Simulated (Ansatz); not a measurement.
Na3Ga, space group Fm-3m: cell relaxations under several functionals, run with Ansatz's Python interface.

`run_lattice.py`:
```python
"""How the lattice of Na3Ga depends on the functional."""

import ansatz as az
import numpy as np
from pymatgen.core import Lattice, Structure
from pymatgen.io.ase import AseAtomsAdaptor

ECUT = 550
K_SPACING = 0.38
TOLERANCE = 1e-06
MIXING_BETA = 0.2
SMEARING = "Methfessel-Paxton"
FORCE_TOL = 0.1

def edges_and_angles(cell):
    cell = np.asarray(cell)
    a, b, c = np.linalg.norm(cell, axis=1)
    cosines = cell[1] @ cell[2] / (b * c), cell[0] @ cell[2] / (a * c), cell[0] @ cell[1] / (a * b)
    return (a, b, c, *np.degrees(np.arccos(cosines)))


def main() -> None:
    pmg_structure = Structure(
        Lattice([[0.0, 3.825621, 3.825621], [3.825621, 0.0, 3.825621], [3.825621, 3.825621, 0.0]]),
        ["Na", "Na", "Na", "Ga"],
        [
            [0.25, 0.25, 0.25],
            [0.75, 0.75, 0.75],
            [0.5, 0.5, 0.5],
            [0.0, 0.0, 0.0],
        ],
    )
    crystal = az.Crystal.from_ase(AseAtomsAdaptor.get_atoms(pmg_structure))

    calc = crystal.calculation()
    calc = calc.basis(ECUT)
    calc = calc.accuracy("low").kpoints(spacing=K_SPACING)
    calc = calc.scf(tolerance=TOLERANCE).mixing("broyden", beta=MIXING_BETA)
    calc = calc.occupations(SMEARING, width=300 * az.meV).initial_density(normalization="atom")
    calc = calc.relax(cell=True, force_tolerance=FORCE_TOL)

    levels = [("r2scan", "d4"), ("lda", "none"), ("blyp", "d3bj")]
    print("level            a       b       c    alpha   beta  gamma  V/atom  steps")
    for name, dispersion in levels:
        seen = []
        run = calc.functional(name, dispersion=dispersion).session().plan()
        outcome = run.execute(on_event=lambda e: seen.append(e) if e["event"] == "relax_step" else None)
        cell = outcome.lattice.cell_ang
        label = name if dispersion == "none" else f"{name}+{dispersion}"
        print("{:13s} {:7.4f} {:7.4f} {:7.4f} {:6.2f} {:6.2f} {:6.2f}".format(label, *edges_and_angles(cell)), f"{abs(np.linalg.det(cell)) / len(outcome.lattice.sites):7.3f} {len(seen):5d}")


if __name__ == "__main__":
    main()
```

Rank the levels of theory by the volume of the relaxed cell.

From smallest to largest: BLYP+D3BJ (22.99 Å³ an atom, -17.9 % against the start), LDA (24.45 Å³ an atom, -12.7 % against the start) and r2SCAN+D4 (26.29 Å³ an atom, -6.1 % against the start). The spread is 14.3 % in volume.

What the script printed:

```console
$ python run_lattice.py
level            a       b       c    alpha   beta  gamma  V/atom  steps
DeckWarning: scf.convergence.dr2_threshold = 1e-6 eV is looser than this run's default, which is 1e-7 eV or tighter. The error in the forces grows as the threshold's square root, so leave the key out unless less accurate forces are enough
DeckWarning: relax.cell: scf.convergence.dr2_threshold = 1e-6 eV is looser than the 4e-10 eV advised for a relaxation that steers and ends on the stress (1e-10 eV for each atom of the cell: 4). What [...]
r2scan+d4      5.2983  5.2983  5.2983  60.00  60.00  60.00  26.293     5
lda            5.1714  5.1714  5.1714  60.00  60.00  60.00  24.448     6
blyp+d3bj      5.0668  5.0668  5.0668  60.00  60.00  60.00  22.994     6
```
(Warnings from the package without file and line, shortened.)

Caveats:
- The settings weren't tested for convergence.
- Forces vanish by symmetry, so the ions can't move, and the end may be a saddle.
- BLYP and dispersion corrections can be off by several per cent in the lattices of metals, and by several GPa in the pressure at a fixed cell.
- The mesh is modest for a metal, so energies can be off by several to tens of meV an atom and pressures by half a GPa or more; differences at equal mesh fare better.
- Edges and angles are those of the cell as typed, here a primitive one, not of the conventional cell.
- This cell is a computed structure, which may not be the phase found in nature.
- Hardware and time: 27 s on 1 thread of Intel(R) Xeon(R) Processor @ 2.30GHz (shared host), peak memory 0.75 GiB.
